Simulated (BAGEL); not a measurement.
**TiH4O4 (SMILES O[Ti](O)(O)O), step by step**

Wanted: the energy (HF/6-31G*), then the energy (NEVPT2(2,2)/6-31G*) of TiH4O4. 

The results are computed with BAGEL 1.2.2.

1 further run of the same task is left out (set aside as unsound or not needed).

## (1) The structure to begin with

TiH4O4: 9 atoms, total charge 0, spin state singlet. As SMILES, `O[Ti](O)(O)O`. One bond was lengthened or shortened from a relaxed shape.

Bond lengths: O1–Ti2 1.801 Å, Ti2–O3 1.801 Å, Ti2–O4 1.801 Å, Ti2–O5 1.801 Å, O1–H6 1.102 Å, O3–H7 0.958 Å, O4–H8 0.958 Å, O5–H9 0.958 Å. Angles: O1–Ti2–O3 108.5°, O1–Ti2–O4 109.9°, O1–Ti2–O5 110.0°, O3–Ti2–O4 110.0°, O3–Ti2–O5 109.9°, O4–Ti2–O5 108.5°, Ti2–O1–H6 129.5°, Ti2–O3–H7 129.5°, Ti2–O4–H8 129.5°, Ti2–O5–H9 129.6°.

## (2) The energy at HF/6-31G(d) (density fitting with svp-jkfit, spherical functions) (run 1)

calc.json

```json
{ "bagel": [

{
  "title": "molecule",
  "basis": "6-31gs.json",
  "df_basis": "svp-jkfit",
  "angstrom": true,
  "geometry": [
    { "atom": "O", "xyz": [   -0.022005,    1.246553,   -1.175191 ] },
    { "atom": "Ti", "xyz": [    0.103315,   -0.021747,    0.097489 ] },
    { "atom": "O", "xyz": [    1.754955,   -0.737147,    0.031419 ] },
    { "atom": "O", "xyz": [   -1.132385,   -1.301037,   -0.186291 ] },
    { "atom": "O", "xyz": [   -0.187245,    0.704443,    1.719859 ] },
    { "atom": "H", "xyz": [   -0.813470,    1.413950,   -1.922910 ] },
    { "atom": "H", "xyz": [    2.374225,   -0.907807,    0.742019 ] },
    { "atom": "H", "xyz": [   -1.019895,   -2.198087,   -0.503011 ] },
    { "atom": "H", "xyz": [   -0.231525,    1.626173,    1.976929 ] }
  ]
},
{ "title": "hf" },
{ "title": "print", "file": "orbitals.molden", "orbitals": true }

]}
```

The basis set 6-31G* is read from a file made from the Basis Set Exchange's data (not shown).

Launch:

```console
$ BAGEL_NUM_THREADS=1 BAGEL calc.json > calc.out
```

The program printed:

```text
* using 1 threads per process

  ===============================================================
  ===============================================================

  *** Geometry ***

  { "atom" : "O", "xyz" : [     -0.041583,      2.355644,     -2.220789 ] },
  { "atom" : "Ti", "xyz" : [      0.195237,     -0.041096,      0.184228 ] },
  { "atom" : "O", "xyz" : [      3.316384,     -1.393006,      0.059373 ] },
  { "atom" : "O", "xyz" : [     -2.139898,     -2.458604,     -0.352039 ] },
  { "atom" : "O", "xyz" : [     -0.353842,      1.331204,      3.250062 ] },
  { "atom" : "H", "xyz" : [     -1.537236,      2.671978,     -3.633773 ] },
  { "atom" : "H", "xyz" : [      4.486635,     -1.715507,      1.402213 ] },
  { "atom" : "H", "xyz" : [     -1.927322,     -4.153782,     -0.950553 ] },
  { "atom" : "H", "xyz" : [     -0.437519,      3.073022,      3.735854 ] },

  Number of auxiliary basis functions:      644

  Since a DF basis is specified, we compute 2- and 3-index integrals:
    o Being stored without compression. Storage requirement is 0.049 GB

  Number of basis functions:       98
  Number of electrons      :       58

    * METHOD: MOLECULE                             1.36

  *** RHF ***

  === Nuclear Repulsion ===
   326.4415436348

      * DIIS with orbital gradients will be used.

  === RHF iteration (6-31gs.json) ===
      0      -1149.51567956          0.03173048           0.19
      1      -1149.41945600          0.03966170           0.18
      2      -1150.26171363          0.00355931           0.18
      3      -1150.27155765          0.00077377           0.25
      4      -1150.27214914          0.00018595           0.33
      5      -1150.27221317          0.00006224           0.23
      6      -1150.27222260          0.00003262           0.21
      7      -1150.27222412          0.00001397           0.24
      8      -1150.27222449          0.00000453           0.19
      9      -1150.27222453          0.00000147           0.28
     10      -1150.27222453          0.00000044           0.18
     11      -1150.27222453          0.00000015           0.25
     12      -1150.27222453          0.00000006           0.27
     13      -1150.27222453          0.00000003           0.26
     14      -1150.27222453          0.00000001           0.27
     15      -1150.27222453          0.00000001           0.27
    * SCF iteration converged.

    * Permanent dipole moment:
           (    0.056132,    -0.033873,     0.071793) a.u.

    * METHOD: HF                                   4.31

    * METHOD: PRINT                                0.05

  ===============================================================
```

Wall time 6.3 s (1 thread of Intel Xeon Platinum 8259CL at 2.50GHz (Skylake/Cascade Lake), shared host); peak memory 0.2 GiB.

## (3) The energy at NEVPT2(2,2)/6-31G(d) (density fitting with svp-jkfit, spherical functions) (run 2)

job.json

```json
{ "bagel": [

{
  "title": "molecule",
  "basis": "6-31gs.json",
  "df_basis": "svp-jkfit",
  "angstrom": true,
  "geometry": [
    { "atom": "O", "xyz": [      -0.022005,       1.246553,      -1.175191 ] },
    { "atom": "Ti", "xyz": [       0.103315,      -0.021747,       0.097489 ] },
    { "atom": "O", "xyz": [       1.754955,      -0.737147,       0.031419 ] },
    { "atom": "O", "xyz": [      -1.132385,      -1.301037,      -0.186291 ] },
    { "atom": "O", "xyz": [      -0.187245,       0.704443,       1.719859 ] },
    { "atom": "H", "xyz": [      -0.813470,       1.413950,      -1.922910 ] },
    { "atom": "H", "xyz": [       2.374225,      -0.907807,       0.742019 ] },
    { "atom": "H", "xyz": [      -1.019895,      -2.198087,      -0.503011 ] },
    { "atom": "H", "xyz": [      -0.231525,       1.626173,       1.976929 ] }
  ]
},

{ "title": "hf" },

{ "title": "nevpt2", "nstate": 1, "nact": 2, "nclosed": 28, "active": [21, 39], "maxiter": 200, "natocc": true, "ncore": 9 },

{ "title": "print", "file": "orbitals.molden", "orbitals": true }

]}
```

The basis set 6-31G* is read from a file made from the Basis Set Exchange's data (not shown).

Launch:

```console
$ BAGEL_NUM_THREADS=1 BAGEL job.json > job.out
```

The program printed:

```text
* using 1 threads per process

  ===============================================================
  ===============================================================

  *** Geometry ***

  { "atom" : "O", "xyz" : [     -0.041583,      2.355644,     -2.220789 ] },
  { "atom" : "Ti", "xyz" : [      0.195237,     -0.041096,      0.184228 ] },
  { "atom" : "O", "xyz" : [      3.316384,     -1.393006,      0.059373 ] },
  { "atom" : "O", "xyz" : [     -2.139898,     -2.458604,     -0.352039 ] },
  { "atom" : "O", "xyz" : [     -0.353842,      1.331204,      3.250062 ] },
  { "atom" : "H", "xyz" : [     -1.537236,      2.671978,     -3.633773 ] },
  { "atom" : "H", "xyz" : [      4.486635,     -1.715507,      1.402213 ] },
  { "atom" : "H", "xyz" : [     -1.927322,     -4.153782,     -0.950553 ] },
  { "atom" : "H", "xyz" : [     -0.437519,      3.073022,      3.735854 ] },

  Number of auxiliary basis functions:      644

  Since a DF basis is specified, we compute 2- and 3-index integrals:
    o Being stored without compression. Storage requirement is 0.049 GB

  Number of basis functions:       98
  Number of electrons      :       58

    * METHOD: MOLECULE                             1.04

  *** RHF ***

  === Nuclear Repulsion ===
   326.4415436348

      * DIIS with orbital gradients will be used.

  === RHF iteration (6-31gs.json) ===
      0      -1149.51567956          0.03173048           0.21
      1      -1149.41945600          0.03966170           0.20
      2      -1150.26171363          0.00355931           0.22
      3      -1150.27155765          0.00077377           0.28
      4      -1150.27214914          0.00018595           0.27
      5      -1150.27221317          0.00006224           0.25
      6      -1150.27222260          0.00003262           0.22
      7      -1150.27222412          0.00001397           0.23
      8      -1150.27222449          0.00000453           0.23
      9      -1150.27222453          0.00000147           0.23
     10      -1150.27222453          0.00000044           0.23
     11      -1150.27222453          0.00000015           0.23
     12      -1150.27222453          0.00000006           0.22
     13      -1150.27222453          0.00000003           0.22
     14      -1150.27222453          0.00000001           0.23
     15      -1150.27222453          0.00000001           0.23
    * SCF iteration converged.

    * Permanent dipole moment:
           (    0.056132,    -0.033873,     0.071793) a.u.

    * METHOD: HF                                   4.23

    * freezing 9 orbitals
  ---------------------------
      CASSCF calculation
  ---------------------------

    ==== Active orbitals : =====
         Orbital 21
         Orbital 39
    ============================

    * nstate   :      1
    * nclosed  :     28
    * nact     :      2
    * nvirt    :     68
  === CASSCF iteration (6-31gs.json) ===

    * Using the second-order algorithm

      0  0     -1150.27379655     3.06e-04      0.06

      1  0     -1150.29438325     1.18e-03      1.28

      2  0     -1150.29722341     3.35e-04      1.47

      3  0     -1150.29775379     1.06e-04      1.75

      4  0     -1150.29776826     4.37e-05      1.59

      5  0     -1150.29776898     1.64e-05      1.62

      6  0     -1150.29776905     5.88e-06      1.57

      7  0     -1150.29776906     2.06e-06      1.76

      8  0     -1150.29776906     7.13e-07      1.46

      9  0     -1150.29776906     2.47e-07      1.99

     10  0     -1150.29776906     8.51e-08      1.46

     11  0     -1150.29776906     2.94e-08      1.49

     12  0     -1150.29776906     1.01e-08      1.18

     13  0     -1150.29776906     3.49e-09      1.11

    * Second-order optimization converged. *

     guess   0:   closed 1.                   open ..

  === FCI iteration ===

      0  0     -1150.27167507     1.03e-01      0.00
      1  0     -1150.29767228     4.91e-03      0.00
      2  0 *   -1150.29776906     8.68e-16      0.00

     * ci vector, state   0, <S^2> = 0.0000
       2.     0.9920581884
       .2    -0.1257797715

  === DF-NEVPT2 calculation ===

    * 3-index integral transformation done
    * assembly done

      NEVPT2 correlation energy:   -1.0312909731      0.71

          (+0)     -0.9485536588
          (+0)'    -0.0370399263
          (+1)     -0.0055922481
          (+1)'    -0.0000000000
          (+2)     -0.0005790148
          (-1)     -0.0350075738
          (-1)'     0.0000000000
          (-2)     -0.0045185512

      NEVPT2 total energy:       -1151.3290600322

    * METHOD: NEVPT2                              21.54

    * METHOD: PRINT                                0.04

  ===============================================================
```

Wall time 27 s (1 thread of Intel Xeon Platinum 8259CL at 2.50GHz (Skylake/Cascade Lake), shared host); peak memory 0.2 GiB.

## (4) Summary of results

| quantity | value |
| --- | --- |
| run 1, HF/6-31G*: total energy | -1150.27222 Eh |
| run 1, HF/6-31G*: dipole moment | 0.25 D |
| run 1, HF/6-31G*: HOMO energy | -13.04 eV |
| run 1, HF/6-31G*: LUMO energy | 2.14 eV |
| run 1, HF/6-31G*: HOMO–LUMO gap | 15.18 eV |
| run 2, NEVPT2(2,2)/6-31G*: total energy | -1151.32906 Eh |
